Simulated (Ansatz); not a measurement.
# AlN: a point defect seen from the nuclei (Si on an N site), part 3 of 3

Aim: the field gradients at and around a point defect: Si on an N site in AlN, cell charge -1. The cell is a supercell built from an entry of the Crystallography Open Database (COD; perhaps a calculated or model structure). Planned: a single point, then a relaxation, then a check of ecutwfc.

Ansatz 0.2.0; DFT, PBE, plane-wave PAW, default files, scalar-relativistic, as far as a step names no other.

### 4 Settings changed: basis.ecutwfc = 350 eV

A COD entry behind a cell of this session may itself be a prediction, so a difference from it is no test against experiment.

File input.yaml:

```yaml
crystal:
  lattice:
    - [0.0, 5.907, 5.907]
    - [5.907, 0.0, 5.907]
    - [5.907, 5.907, 0.0]
  atoms:
    - { symbol: Al, position: [0.0, 0.0, 0.0] }
    - { symbol: Al, position: [0.0, 0.0, 0.3333333333] }
    - { symbol: Al, position: [0.0, 0.0, 0.6666666667] }
    - { symbol: Al, position: [0.0, 0.3333333333, 0.0] }
    - { symbol: Al, position: [0.0, 0.3333333333, 0.3333333333] }
    - { symbol: Al, position: [0.0, 0.3333333333, 0.6666666667] }
    - { symbol: Al, position: [0.0, 0.6666666667, 0.0] }
    - { symbol: Al, position: [0.0, 0.6666666667, 0.3333333333] }
    - { symbol: Al, position: [0.0, 0.6666666667, 0.6666666667] }
    - { symbol: Al, position: [0.3333333333, 0.0, 0.0] }
    - { symbol: Al, position: [0.3333333333, 0.0, 0.3333333333] }
    - { symbol: Al, position: [0.3333333333, 0.0, 0.6666666667] }
    - { symbol: Al, position: [0.3333333333, 0.3333333333, 0.0] }
    - { symbol: Al, position: [0.3333333333, 0.3333333333, 0.3333333333] }
    - { symbol: Al, position: [0.3333333333, 0.3333333333, 0.6666666667] }
    - { symbol: Al, position: [0.3333333333, 0.6666666667, 0.0] }
    - { symbol: Al, position: [0.3333333333, 0.6666666667, 0.3333333333] }
    - { symbol: Al, position: [0.3333333333, 0.6666666667, 0.6666666667] }
    - { symbol: Al, position: [0.6666666667, 0.0, 0.0] }
    - { symbol: Al, position: [0.6666666667, 0.0, 0.3333333333] }
    - { symbol: Al, position: [0.6666666667, 0.0, 0.6666666667] }
    - { symbol: Al, position: [0.6666666667, 0.3333333333, 0.0] }
    - { symbol: Al, position: [0.6666666667, 0.3333333333, 0.3333333333] }
    - { symbol: Al, position: [0.6666666667, 0.3333333333, 0.6666666667] }
    - { symbol: Al, position: [0.6666666667, 0.6666666667, 0.0] }
    - { symbol: Al, position: [0.6666666667, 0.6666666667, 0.3333333333] }
    - { symbol: Al, position: [0.6666666667, 0.6666666667, 0.6666666667] }
    - { symbol: Si, position: [0.1666666667, 0.1666666667, 0.1666666667] }
    - { symbol: "N", position: [0.1666666667, 0.1666666667, 0.5] }
    - { symbol: "N", position: [0.1666666667, 0.1666666667, 0.8333333333] }
    - { symbol: "N", position: [0.1666666667, 0.5, 0.1666666667] }
    - { symbol: "N", position: [0.1666666667, 0.5, 0.5] }
    - { symbol: "N", position: [0.1666666667, 0.5, 0.8333333333] }
    - { symbol: "N", position: [0.1666666667, 0.8333333333, 0.1666666667] }
    - { symbol: "N", position: [0.1666666667, 0.8333333333, 0.5] }
    - { symbol: "N", position: [0.1666666667, 0.8333333333, 0.8333333333] }
    - { symbol: "N", position: [0.5, 0.1666666667, 0.1666666667] }
    - { symbol: "N", position: [0.5, 0.1666666667, 0.5] }
    - { symbol: "N", position: [0.5, 0.1666666667, 0.8333333333] }
    - { symbol: "N", position: [0.5, 0.5, 0.1666666667] }
    - { symbol: "N", position: [0.5, 0.5, 0.5] }
    - { symbol: "N", position: [0.5, 0.5, 0.8333333333] }
    - { symbol: "N", position: [0.5, 0.8333333333, 0.1666666667] }
    - { symbol: "N", position: [0.5, 0.8333333333, 0.5] }
    - { symbol: "N", position: [0.5, 0.8333333333, 0.8333333333] }
    - { symbol: "N", position: [0.8333333333, 0.1666666667, 0.1666666667] }
    - { symbol: "N", position: [0.8333333333, 0.1666666667, 0.5] }
    - { symbol: "N", position: [0.8333333333, 0.1666666667, 0.8333333333] }
    - { symbol: "N", position: [0.8333333333, 0.5, 0.1666666667] }
    - { symbol: "N", position: [0.8333333333, 0.5, 0.5] }
    - { symbol: "N", position: [0.8333333333, 0.5, 0.8333333333] }
    - { symbol: "N", position: [0.8333333333, 0.8333333333, 0.1666666667] }
    - { symbol: "N", position: [0.8333333333, 0.8333333333, 0.5] }
    - { symbol: "N", position: [0.8333333333, 0.8333333333, 0.8333333333] }
total_charge: -1
kpoints:
  mp_grid: { grid: [3, 3, 3] }
scf:
  occupations: { method: fermi_dirac, width: 0.01 }
hamiltonian:
  xc: pbe
  pseudopotentials: { kind: paw }
output:
  forces: true
  stress: true
  populations: true
  efg:
    quadrupole_moments_barn: { Al: 0.1466, "N": 0.02044 }
    contact_densities: true
basis:
  ecutwfc: "350 eV"
```

Started as:

```bash
$ ansatz run input.yaml --threads 1 --pin off --max-ram 3072MiB --backend cpu --events-out ev --progress --plain --runs-dir out
```

Log:

```text
Warning: basis.ecutwfc = 350 eV is below the records' recommended 420 eV, and the density's cutoff is lower with it unless basis.ecutrho_ratio is high enough to keep the records' density cutoff: compare with a run at a higher cutoff
Warning: RAYON_NUM_THREADS=1 ignored (pool sized by the plan → 1); use --threads N
Engine: ansatz 0.2.0, aarch64-unknown-linux-gnu
Pseudopotentials: kind: paw
Pseudopotential: Al, paw, valence charge 3, recommended cutoff 420 eV (normal), Al.paw.azcp
Pseudopotential: Si, paw, valence charge 4, recommended cutoff 420 eV (normal), Si.paw.azcp
Pseudopotential: N, paw, valence charge 5, recommended cutoff 420 eV (normal), N.paw.azcp
Functional definition: PBE
  parameter kappa = 0.804
  parameter beta = 0.06672455060314922
  exchange = pbe_x(kappa = kappa, mu = beta*pi^2/3)
  correlation = pbe_c(beta = beta)
Crystal: 54 atoms, lattice volume = 412.222 Å³
Basis set: ecut = 350 eV, 6183 PW (Γ), exchange–correlation on 108×108×108 points (8 copies of the dense FFT grid, shifted against one another)
Bands: 162, of which v1, the nominal top of the filled ones, is band 108 counted from 1 (107 counted from 0)
Symmetry: 48 space group operations
Space group: Fm-3m (ITA 225), of the structure as read, at distance tolerance 7.4e-5 Å
k-points: 4 of 27
Non-local potential: Al, projectors of the file, l = 0: 2, l = 1: 2, l = 2: 1
Non-local potential: Si, projectors of the file, l = 0: 2, l = 1: 2, l = 2: 2
Non-local potential: N, projectors of the file, l = 0: 2, l = 1: 2, l = 2: 1
PAW form: soft (Blöchl's): semilocal exchange-correlation on the pseudo side does not see the compensation charge
PAW one-centre angular grid: Al, 110 points (default); XC on 64 Gauss nodes
PAW one-centre angular grid: Si, 110 points (default); XC on 64 Gauss nodes
PAW one-centre angular grid: N, 110 points (default); XC on 64 Gauss nodes
Initial density: superposition of atomic densities (neutral atoms scaled as one to the charged cell's electrons: chi_scale 0, normalization atom), corrected by the library's trained network
Initial wavefunctions: pseudopotential atomic-orbital guess
Functional: x = pbe(κ = 0.804, μ = 0.2195149727645171), c = pbe(β = 0.06672455060314922)
SCF iter   1: F=—  HF=-25160.316259 eV  |F-HF|=—  |Δ(HF+E_count)|=         —  Δρ=9.30e-3  dr2=3.28e-1  ethr=1.77e-3  ⟨swp⟩=10.8  Hψ=4394  notcnv=0  defer=53
preconditioner: auto → Resta (q_TF=auto, 2.450 Å⁻¹)  ε∞=4.1  [insulator: Δε(μ)=3.305 eV  Ē_g=15.265 eV  σ=0.010 eV  W_gap=1.00  n_scr=112 (ndim 8)  ℏωp=26.9 eV  f_vac=0.000  D(μ)=0.00/eV (n_scr^D=0)  ε∞_Penn≈4.1]
SCF iter   2: F=—  HF=-25160.228475 eV  |F-HF|=—  |Δ(HF+E_count)|=   8.78e-2  Δρ=2.68e-3  dr2=2.67e-2  ethr=1.52e-4  ⟨swp⟩=2.5  Hψ=1021  notcnv=0  defer=186
SCF iter   3: F=—  HF=-25160.230409 eV  |F-HF|=—  |Δ(HF+E_count)|=   1.93e-3  Δρ=1.23e-3  dr2=4.97e-3  ethr=1.24e-5  ⟨swp⟩=3.2  Hψ=791  notcnv=0  defer=186
SCF iter   4: F=—  HF=-25160.230656 eV  |F-HF|=—  |Δ(HF+E_count)|=   2.47e-4  Δρ=2.08e-4  dr2=1.45e-4  ethr=2.30e-6  ⟨swp⟩=2.5  Hψ=795  notcnv=0  defer=186
SCF iter   5: F=—  HF=-25160.230645 eV  |F-HF|=—  |Δ(HF+E_count)|=   1.12e-5  Δρ=7.75e-5  dr2=2.60e-5  ethr=6.70e-8  ⟨swp⟩=2.0  Hψ=894  notcnv=0  defer=186
SCF iter   6: F=—  HF=-25160.232536 eV  |F-HF|=—  |Δ(HF+E_count)|=   1.89e-3  Δρ=1.95e-5  dr2=6.87e-7  ethr=1.20e-8  ⟨swp⟩=2.0  Hψ=996  notcnv=0  defer=186
SCF iter   7: F=-25160.232536 eV  HF=-25160.232536 eV  |F-HF|=6.28e-9  |Δ(HF+E_count)|=   2.62e-7  Δρ=2.90e-6  dr2=2.37e-8  ethr=4.63e-11  ⟨swp⟩=43.2  Hψ=7272  notcnv=0
SCF 1 converged in 7 iterations: F = -25160.232536 eV  dr2 = 2.37e-8
SCF converged after 7 iterations
Free energy (F): -25160.232536 eV
Harris-Foulkes:  -25160.232536 eV  (|F-HF|=6.28e-9)
Internal energy: -25160.232536 eV  (E = F + TS)
E sigma→0 (E₀):  -25160.232536 eV
Fermi energy:    15.927980 eV
--- Per-component energies (eV) ---
[... 15 lines left out ...]
--- Forces (eV/Å), atoms counted from 1 ---
  atom   1  Al     0.23785028     0.23785028     0.23785028
  atom   2  Al     0.00000000     0.00000000    -5.47444600
  atom   3  Al    -0.23785028    -0.23785028     0.23785028
  atom   4  Al     0.00000000    -5.47444600     0.00000000
  atom   5  Al     5.47444600     0.00000000    -0.00000000
  atom   6  Al    -0.32024158     0.32024158    -0.00000000
[... 48 lines left out ...]
  max |Σ_I F_I| component: 5.51e-15 eV/Å
--- Stress (GPa, compression-positive) ---
       42.403534       0.000000      -0.000000
       -0.000000      42.403534      -0.000000
       -0.000000      -0.000000      42.403534
  P = ⅓ Tr σ = 42.4035 GPa (424.035 kbar)
--- PAW observables at the nuclei: V_zz in 10²¹ V/m², potentials from the cell's mean, atoms counted from 1 ---
  atom   1  Al V_zz =    -0.053749   η = 0.0000   by run symmetry: allowed   C_q = -0.1905 MHz
            electrostatic potential = -1235.981102 V   contact ρ = 10079.159623 e/Å³
  atom   2  Al V_zz =    -3.857461   η = 0.0000   by run symmetry: allowed   C_q = -13.6738 MHz
            electrostatic potential = -1237.185762 V   contact ρ = 10080.904291 e/Å³
  atom   3  Al V_zz =    -0.053749   η = 0.0000   by run symmetry: allowed   C_q = -0.1905 MHz
            electrostatic potential = -1235.981102 V   contact ρ = 10079.159623 e/Å³
  atom   4  Al V_zz =    -3.857461   η = 0.0000   by run symmetry: allowed   C_q = -13.6738 MHz
            electrostatic potential = -1237.185762 V   contact ρ = 10080.904291 e/Å³
  atom   5  Al V_zz =    -3.857461   η = 0.0000   by run symmetry: allowed   C_q = -13.6738 MHz
            electrostatic potential = -1237.185762 V   contact ρ = 10080.904291 e/Å³
  atom   6  Al V_zz =    -0.207358   η = 0.9455   by run symmetry: allowed   C_q = -0.7350 MHz
            electrostatic potential = -1235.950931 V   contact ρ = 10079.143792 e/Å³
  atom   7  Al V_zz =    -0.053749   η = 0.0000   by run symmetry: allowed   C_q = -0.1905 MHz
            electrostatic potential = -1235.981102 V   contact ρ = 10079.159623 e/Å³
  atom   8  Al V_zz =    -0.207358   η = 0.9455   by run symmetry: allowed   C_q = -0.7350 MHz
            electrostatic potential = -1235.950931 V   contact ρ = 10079.143792 e/Å³
  atom   9  Al V_zz =    -0.207358   η = 0.9455   by run symmetry: allowed   C_q = -0.7350 MHz
            electrostatic potential = -1235.950931 V   contact ρ = 10079.143792 e/Å³
  atom  10  Al V_zz =    -3.857461   η = 0.0000   by run symmetry: allowed   C_q = -13.6738 MHz
            electrostatic potential = -1237.185762 V   contact ρ = 10080.904291 e/Å³
  atom  11  Al V_zz =    -3.857461   η = 0.0000   by run symmetry: allowed   C_q = -13.6738 MHz
            electrostatic potential = -1237.185762 V   contact ρ = 10080.904291 e/Å³
  atom  12  Al V_zz =    -0.207358   η = 0.9455   by run symmetry: allowed   C_q = -0.7350 MHz
            electrostatic potential = -1235.950931 V   contact ρ = 10079.143792 e/Å³
  atom  13  Al V_zz =    -3.857461   η = 0.0000   by run symmetry: allowed   C_q = -13.6738 MHz
            electrostatic potential = -1237.185762 V   contact ρ = 10080.904291 e/Å³
  atom  14  Al V_zz =    -0.053749   η = 0.0000   by run symmetry: allowed   C_q = -0.1905 MHz
            electrostatic potential = -1235.981102 V   contact ρ = 10079.159623 e/Å³
  atom  15  Al V_zz =    -0.053749   η = 0.0000   by run symmetry: allowed   C_q = -0.1905 MHz
            electrostatic potential = -1235.981102 V   contact ρ = 10079.159623 e/Å³
  atom  16  Al V_zz =    -0.207358   η = 0.9455   by run symmetry: allowed   C_q = -0.7350 MHz
            electrostatic potential = -1235.950931 V   contact ρ = 10079.143792 e/Å³
  atom  17  Al V_zz =    -0.053749   η = 0.0000   by run symmetry: allowed   C_q = -0.1905 MHz
            electrostatic potential = -1235.981102 V   contact ρ = 10079.159623 e/Å³
  atom  18  Al V_zz =    -0.207358   η = 0.9455   by run symmetry: allowed   C_q = -0.7350 MHz
            electrostatic potential = -1235.950931 V   contact ρ = 10079.143792 e/Å³
  atom  19  Al V_zz =    -0.053749   η = 0.0000   by run symmetry: allowed   C_q = -0.1905 MHz
            electrostatic potential = -1235.981102 V   contact ρ = 10079.159623 e/Å³
  atom  20  Al V_zz =    -0.207358   η = 0.9455   by run symmetry: allowed   C_q = -0.7350 MHz
            electrostatic potential = -1235.950931 V   contact ρ = 10079.143792 e/Å³
  atom  21  Al V_zz =    -0.207358   η = 0.9455   by run symmetry: allowed   C_q = -0.7350 MHz
            electrostatic potential = -1235.950931 V   contact ρ = 10079.143792 e/Å³
  atom  22  Al V_zz =    -0.207358   η = 0.9455   by run symmetry: allowed   C_q = -0.7350 MHz
            electrostatic potential = -1235.950931 V   contact ρ = 10079.143792 e/Å³
  atom  23  Al V_zz =    -0.053749   η = 0.0000   by run symmetry: allowed   C_q = -0.1905 MHz
            electrostatic potential = -1235.981102 V   contact ρ = 10079.159623 e/Å³
  atom  24  Al V_zz =    -0.207358   η = 0.9455   by run symmetry: allowed   C_q = -0.7350 MHz
            electrostatic potential = -1235.950931 V   contact ρ = 10079.143792 e/Å³
  atom  25  Al V_zz =    -0.207358   η = 0.9455   by run symmetry: allowed   C_q = -0.7350 MHz
            electrostatic potential = -1235.950931 V   contact ρ = 10079.143792 e/Å³
  atom  26  Al V_zz =    -0.207358   η = 0.9455   by run symmetry: allowed   C_q = -0.7350 MHz
            electrostatic potential = -1235.950931 V   contact ρ = 10079.143792 e/Å³
  atom  27  Al V_zz =    +0.000000   η = 0.0000   by run symmetry: forbidden   C_q = +0.0000 MHz
            electrostatic potential = -1235.802032 V   contact ρ = 10079.121319 e/Å³
  atom  28  Si V_zz =    +0.000000   η = 0.0000   by run symmetry: forbidden
            electrostatic potential = -1375.140470 V   contact ρ = 12811.510680 e/Å³
  atom  29  N  V_zz =    -0.867652   η = 0.0691   by run symmetry: allowed   C_q = -0.4288 MHz
            electrostatic potential = -522.214560 V   contact ρ = 1412.401844 e/Å³
  atom  30  N  V_zz =    -0.867652   η = 0.0691   by run symmetry: allowed   C_q = -0.4288 MHz
            electrostatic potential = -522.214560 V   contact ρ = 1412.401844 e/Å³
  atom  31  N  V_zz =    -0.867652   η = 0.0691   by run symmetry: allowed   C_q = -0.4288 MHz
            electrostatic potential = -522.214560 V   contact ρ = 1412.401844 e/Å³
  atom  32  N  V_zz =    +0.192814   η = 0.0000   by run symmetry: allowed   C_q = +0.0953 MHz
            electrostatic potential = -521.871256 V   contact ρ = 1412.172124 e/Å³
  atom  33  N  V_zz =    -0.867652   η = 0.0691   by run symmetry: allowed   C_q = -0.4288 MHz
            electrostatic potential = -522.214560 V   contact ρ = 1412.401844 e/Å³
  atom  34  N  V_zz =    -0.867652   η = 0.0691   by run symmetry: allowed   C_q = -0.4288 MHz
            electrostatic potential = -522.214560 V   contact ρ = 1412.401844 e/Å³
  atom  35  N  V_zz =    -0.867652   η = 0.0691   by run symmetry: allowed   C_q = -0.4288 MHz
            electrostatic potential = -522.214560 V   contact ρ = 1412.401844 e/Å³
  atom  36  N  V_zz =    +0.192814   η = 0.0000   by run symmetry: allowed   C_q = +0.0953 MHz
            electrostatic potential = -521.871256 V   contact ρ = 1412.172124 e/Å³
  atom  37  N  V_zz =    -0.867652   η = 0.0691   by run symmetry: allowed   C_q = -0.4288 MHz
            electrostatic potential = -522.214560 V   contact ρ = 1412.401844 e/Å³
  atom  38  N  V_zz =    +0.192814   η = 0.0000   by run symmetry: allowed   C_q = +0.0953 MHz
            electrostatic potential = -521.871256 V   contact ρ = 1412.172124 e/Å³
  atom  39  N  V_zz =    -0.867652   η = 0.0691   by run symmetry: allowed   C_q = -0.4288 MHz
            electrostatic potential = -522.214560 V   contact ρ = 1412.401844 e/Å³
  atom  40  N  V_zz =    +0.192814   η = 0.0000   by run symmetry: allowed   C_q = +0.0953 MHz
            electrostatic potential = -521.871256 V   contact ρ = 1412.172124 e/Å³
  atom  41  N  V_zz =    +0.192814   η = 0.0000   by run symmetry: allowed   C_q = +0.0953 MHz
            electrostatic potential = -521.871256 V   contact ρ = 1412.172124 e/Å³
  atom  42  N  V_zz =    -0.086617   η = 0.0000   by run symmetry: allowed   C_q = -0.0428 MHz
            electrostatic potential = -521.822538 V   contact ρ = 1412.171534 e/Å³
  atom  43  N  V_zz =    -0.867652   η = 0.0691   by run symmetry: allowed   C_q = -0.4288 MHz
            electrostatic potential = -522.214560 V   contact ρ = 1412.401844 e/Å³
  atom  44  N  V_zz =    -0.086617   η = 0.0000   by run symmetry: allowed   C_q = -0.0428 MHz
            electrostatic potential = -521.822538 V   contact ρ = 1412.171534 e/Å³
  atom  45  N  V_zz =    -0.086617   η = 0.0000   by run symmetry: allowed   C_q = -0.0428 MHz
            electrostatic potential = -521.822538 V   contact ρ = 1412.171534 e/Å³
  atom  46  N  V_zz =    -0.867652   η = 0.0691   by run symmetry: allowed   C_q = -0.4288 MHz
            electrostatic potential = -522.214560 V   contact ρ = 1412.401844 e/Å³
  atom  47  N  V_zz =    -0.867652   η = 0.0691   by run symmetry: allowed   C_q = -0.4288 MHz
            electrostatic potential = -522.214560 V   contact ρ = 1412.401844 e/Å³
  atom  48  N  V_zz =    +0.192814   η = 0.0000   by run symmetry: allowed   C_q = +0.0953 MHz
            electrostatic potential = -521.871256 V   contact ρ = 1412.172124 e/Å³
  atom  49  N  V_zz =    -0.867652   η = 0.0691   by run symmetry: allowed   C_q = -0.4288 MHz
            electrostatic potential = -522.214560 V   contact ρ = 1412.401844 e/Å³
  atom  50  N  V_zz =    -0.086617   η = 0.0000   by run symmetry: allowed   C_q = -0.0428 MHz
            electrostatic potential = -521.822538 V   contact ρ = 1412.171534 e/Å³
  atom  51  N  V_zz =    -0.086617   η = 0.0000   by run symmetry: allowed   C_q = -0.0428 MHz
            electrostatic potential = -521.822538 V   contact ρ = 1412.171534 e/Å³
  atom  52  N  V_zz =    +0.192814   η = 0.0000   by run symmetry: allowed   C_q = +0.0953 MHz
            electrostatic potential = -521.871256 V   contact ρ = 1412.172124 e/Å³
  atom  53  N  V_zz =    -0.086617   η = 0.0000   by run symmetry: allowed   C_q = -0.0428 MHz
            electrostatic potential = -521.822538 V   contact ρ = 1412.171534 e/Å³
  atom  54  N  V_zz =    +0.192814   η = 0.0000   by run symmetry: allowed   C_q = +0.0953 MHz
            electrostatic potential = -521.871256 V   contact ρ = 1412.172124 e/Å³
--- Band table (eV) ---
[... 4 lines left out ...]
--- Löwdin populations: 54 sites ---
  site symbol       q [e]
[... 54 lines left out ...]
  spilling = 0.010318 (of n_electrons = 216.000000)
```

It took 47 s on 1 thread of Arm Neoverse V1, shared host; peak memory 0.79 GiB.

The run ends with gap on the mesh 3.22 eV, largest force 5.474 eV/Å, pressure 42.4 GPa.

What changed since step 2 (V_zz in 10²¹ V/m²):

| site | atoms | V_zz, PBE | V_zz, ecutwfc 350 eV | η, PBE | η, ecutwfc 350 eV |
| --- | --- | --- | --- | --- | --- |
| Si | 28 | 0.00 | 0.00 | – | – |
| Al2 | 2, 4, 5, … | -3.86 | -3.86 | 0.00 | 0.00 |
| N29 | 29, 30, 31, … | -0.87 | -0.87 | 0.07 | 0.07 |
| Al1 | 1, 3, 7, … | -0.054 | -0.054 | 0.00 | 0.00 |
| N42 | 42, 44, 45, … | -0.089 | -0.087 | 0.00 | 0.00 |
| Al6 | 6, 8, 9, … | -0.21 | -0.21 | 0.94 | 0.95 |
| N32 | 32, 36, 38, … | 0.20 | 0.19 | 0.00 | 0.00 |
| Al27 | 27 | 0.00 | 0.00 | – | – |

The sizes of the gradients above 0.15 moved by 0.4 % in the median, 1.4 % at the site that moves most (small gradients counted from 0.15; N32, 0.196 to 0.193). The free energy moved by +33.8 meV/atom. These settings are under the usual standard, and the error shows.

### 5 Spectra that follow from step 3

²⁷Al (I = 5/2, Q = 146.6 mb) at 18.8 T, Larmor frequency 208.7 MHz. Second-order quadrupolar shifts of the central transition; chemical shifts are not computed, so all sites share one zero.

| site | count | C_Q (MHz) | η | ν_Q (MHz) | δ_QIS (ppm) |
| --- | --- | --- | --- | --- | --- |
| Al2 | 6 | -17.0 | 0.00 | 2.55 | -39.9 |
| Al1 | 8 | 0.210 | 0.00 | 0.031 | 0.0 |
| Al6 | 12 | -1.26 | 0.97 | 0.190 | -0.3 |
| Al27 | 1 | 0 | – | 0 | 0.0 |

²⁷Al central transition, static powder:

kHz, intensity and a bar:
```
    -29.4          2 
    -25.8          9 ##
    -22.2          5 #
    -18.6          4 #
    -15.1          3 #
    -11.5          3 
     -7.9          3 
     -4.3          3 
     -0.7        100 ##############################
      2.9          3 
      6.5          3 
     10.1          3 #
     13.7          6 #
     17.3          1
```

### 6 Results

What follows sums up all 3 parts.

| quantity | value |
| --- | --- |
| state (step 3) | gap on the mesh 2.73 eV, largest force 0.019 eV/Å, pressure 41.4 GPa |
| V_zz by site, step 3 (10²¹ V/m²) | Si 0.00, Al2 -4.80, N29 -2.00, Al1 0.059, N42 -0.32, Al6 -0.36, N32 0.27, Al27 0.00 |
| largest C_Q in size, step 3 | 17.0 MHz, ²⁷Al at Al2 |
| step 3 (ions relaxed) against step 2 | 72 % in the median, over a factor of two at the site that moves most (small gradients counted from 0.15; N42, -0.089 to -0.32) |
| step 4 (basis.ecutwfc = 350 eV) against step 2, before relaxation | 0.4 % in the median, 1.4 % at the site that moves most (small gradients counted from 0.15; N32, 0.196 to 0.193); coarse settings |

The largest gradient sits at Al2 (5 N at 1.87–2.01 Å, 1 Si at 2.10 Å). The runs allow no spin. A pressure this high points to a host entry that was measured under pressure or has misplaced atoms, so the cell need not be the everyday compound of that formula. The relaxation kept the symmetry Fm-3m, so a distorted place of lower energy may have been missed. The cell stands at 41 GPa, so host cell and defect together are far from ambient conditions, and the values don't describe a crystal at zero pressure. Relaxing moved atoms by up to 0.13 Å and single gradients by over a factor of two (gradients over 0.15 counted), so small moves matter. At 18.8 T the ²⁷Al line of the largest coupling listed spans about 18 kHz under magic-angle spinning and 43 kHz static, from the quadrupolar part alone (no shift anisotropy). The defect repeats with the cell of 54 atoms, so it feels its images: sites between two images don't show the values beside a lone defect, and zeros or small values of η there can come from the images' arrangement. The relaxation keeps the site symmetry m-3m of the start, so the impurity can't leave its site; a start off the site could end lower. A uniform background compensates the cell's charge. The cell keeps the host's lattice, where the PBE pressure is 41 GPa (in a charged cell this depends on the convention for the mean potential).

The gaps are Kohn-Sham values of a semilocal functional, not quasiparticle or optical gaps. Such gaps usually fall short of the measured ones.
